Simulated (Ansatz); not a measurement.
# W2N3: the cost of one run

Program: Ansatz 0.2.0. Level of theory: DFT PBE, scalar-relativistic, plane waves, PAW. These are calculated values, not measurements.

## Step 1: Starting point

Symmetry: P6_3/mmc, No. 194, hexagonal system. The conventional cell has a = 2.919 Å, b = 2.919 Å, c = 15.835 Å, α = 90.00°, β = 90.00°, γ = 120.00°. W (site symmetry 3m) is surrounded by 6 N at 2.02 to 2.24 Å. N (site symmetry 3m) is surrounded by 3 W at 2.02 Å. Around N (site symmetry -6m2) lie 6 W at 2.24 Å.

Structure file:

```cif
data_structure
_symmetry_space_group_name_H-M 'P 1'
_symmetry_Int_Tables_number 1
_cell_length_a 2.9194
_cell_length_b 2.9194
_cell_length_c 15.8354
_cell_angle_alpha 90.000
_cell_angle_beta 90.000
_cell_angle_gamma 120.000
_cell_volume 116.88
loop_
_atom_site_label
_atom_site_type_symbol
_atom_site_fract_x
_atom_site_fract_y
_atom_site_fract_z
_atom_site_occupancy
W1 W 0.66667 0.33333 0.15716 1
W2 W 0.33333 0.66667 0.84284 1
W3 W 0.33333 0.66667 0.65716 1
W4 W 0.66667 0.33333 0.34284 1
N1 N 0.66667 0.33333 0.91353 1
N2 N 0.33333 0.66667 0.08647 1
N3 N 0.33333 0.66667 0.41352 1
N4 N 0.66667 0.33333 0.58647 1
N5 N 0.66667 0.33333 0.75000 1
N6 N 0.33333 0.66667 0.25000 1
```

Source of the structure: the Materials Project (structure only).

(A quick probe on a coarse mesh, which set the mesh and smearing, is not shown.)

## Step 3: Relaxing cell and atoms

File input.yaml:

```yaml
crystal:
  lattice:
    - [2.9193980729, 0.0, 0.0]
    - [-1.4596990364, 2.5282728948, 0.0]
    - [0.0, 0.0, 15.835401]
  atoms:
    - { symbol: W, position: [0.66666667, 0.33333333, 0.157163] }
    - { symbol: W, position: [0.33333333, 0.66666667, 0.842837] }
    - { symbol: W, position: [0.33333333, 0.66666667, 0.657163] }
    - { symbol: W, position: [0.66666667, 0.33333333, 0.342837] }
    - { symbol: "N", position: [0.66666667, 0.33333333, 0.913525] }
    - { symbol: "N", position: [0.33333333, 0.66666667, 0.086475] }
    - { symbol: "N", position: [0.33333333, 0.66666667, 0.413525] }
    - { symbol: "N", position: [0.66666667, 0.33333333, 0.586475] }
    - { symbol: "N", position: [0.66666667, 0.33333333, 0.75] }
    - { symbol: "N", position: [0.33333333, 0.66666667, 0.25] }
basis:
  ecutwfc: 420
kpoints:
  mp_grid: { grid: [12, 12, 4] }
hamiltonian:
  xc: pbe
scf:
  occupations: { method: gaussian, width: 0.1 }
output:
  forces: true
  stress: true
  eigenvalues: true
relax:
  adjacent_minimum: "off"
  f_tol: 0.005
  max_steps: 80
  cell: { stress_tol: 0.05 }
```

Command:

```console
$ ansatz run input.yaml --threads 2 --pin off --max-ram 5120MiB --backend cpu --events-out ev --progress --plain --runs-dir out
```

Q: Estimate wall time and peak memory on 2 threads of Oxide Virtual Turin-like (Zen 5), shared host.

About 1.8 min, with a peak of 0.65 GiB.
